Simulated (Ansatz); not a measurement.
**GeH3F (singlet): wave-function methods side by side at distance Ge1–F2 = 1.548 Å, cc-pVDZ**

One table from this session's results is given with a row withheld; the runs are named, their logs left out.

Program: Ansatz 0.2.0, Gaussian basis. Level of theory: cc-pVDZ, core rule «outside noble gas», up to 15 orbitals frozen. These are calculated values, not measurements.

Plan: UHF; CCSD(T) on RHF; BCCD(T) on RHF; CISD; CCSDT(Q) on RHF; CASSCF and MRCISD+Q, 2 electrons in 2 orbitals; CASSCF and NEVPT2, 2 electrons in 2 orbitals.

36 further runs of the same task are left out: 7 for a known fault of the program, 1 for a mislabelled method, 26 that didn't finish, 2 set aside as unsound or not needed.

## What is computed

The geometry derives from a PBE0/def2-TZVP stationary point (not a proven minimum). One bond is set to the value named and the two fragments are kept rigid. No spin-orbit coupling is included. The filled d shell of Ge may be among the frozen orbitals whatever the setting's name suggests; the logs give the count.

5 atoms, charge 0, spin multiplicity 1.

Atoms are counted from 1 here; the program's logs count them from 0.

Bond lengths: Ge1–F2 1.548 Å, Ge1–H3 1.533 Å, Ge1–H4 1.533 Å, Ge1–H5 1.533 Å. Angles: F2–Ge1–H3 106.2°, F2–Ge1–H4 106.2°, F2–Ge1–H5 106.2°, H3–Ge1–H4 112.5°, H3–Ge1–H5 112.5°, H4–Ge1–H5 112.5°.

Geometry (Å):

```mol
FGeH3
  3D, bonds by distance, orders not assigned

  5  4  0  0  0  0  0  0  0  0999 V2000
   -0.2970   -0.0021    0.0014 Ge  0  0
    1.2510    0.0089   -0.0057 F   0  0
   -0.7364    1.4667    0.0043 H   0  0
   -0.7147   -0.7420    1.2776 H   0  0
   -0.7265   -0.7404   -1.2719 H   0  0
  1  2  8  0
  1  3  8  0
  1  4  8  0
  1  5  8  0
M  END
```

Set-up of the first run:

Input file in.yaml:

```yaml
crystal:
  periodic: [false, false, false]
  atoms:
    - {symbol: Ge, position_ang: [-0.296967, -0.002124, 0.001365]}
    - {symbol: F, position_ang: [1.250977, 0.008948, -0.005750]}
    - {symbol: H, position_ang: [-0.736392, 1.466741, 0.004305]}
    - {symbol: H, position_ang: [-0.714740, -0.741955, 1.277603]}
    - {symbol: H, position_ang: [-0.726471, -0.740362, -1.271898]}
basis:
  gaussian: {orbitals: cc-pVDZ}
magnetization: {spin_polarized: true, initial_magnetization: 0}
hamiltonian: {xc: hf}
output: {orbitals: {seedname: orbitals}}
```

Launch:

```
$ ansatz run in.yaml --threads 1 --pin off --events-out ev --progress --plain --max-ram 2393MiB
```

Steps of the session up to this table: UHF; CCSD(T) on RHF; BCCD(T) on RHF; CISD; CCSDT(Q) on RHF; CASSCF and MRCISD+Q, 2 electrons in 2 orbitals; CASSCF and NEVPT2, 2 electrons in 2 orbitals.

One table of the session follows, with a row left open; its other results are not shown here.

```
       method  from RCCSDT(Q) (kJ/mol)
          RHF                   +831.1
         RMP2                    +76.5
        RCCSD                    +14.3
     RCCSD(T)                        ?
      BCCD(T)                     +2.3
       RCCSDT                     +1.3
    RCCSDT(Q)                        0
  CASSCF pair                   +789.8
  MRCISD pair                    +66.9
MRCISD+Q pair                     +7.9
```

**Question.** Estimate the row for RCCSD(T).

As computed: from RCCSDT(Q) (kJ/mol): +2.5. In the column «from RCCSDT(Q) (kJ/mol)» it lies between BCCD(T) (+2.3) and MRCISD+Q pair (+7.9).

Not comparable, so not listed: CISD; CASSCF and NEVPT2, 2 electrons in 2 orbitals (they don't share determinant, frozen orbitals or solution with the rows shown, or repeat one).

To keep in mind: Warnings in the runs' records: passed over end.
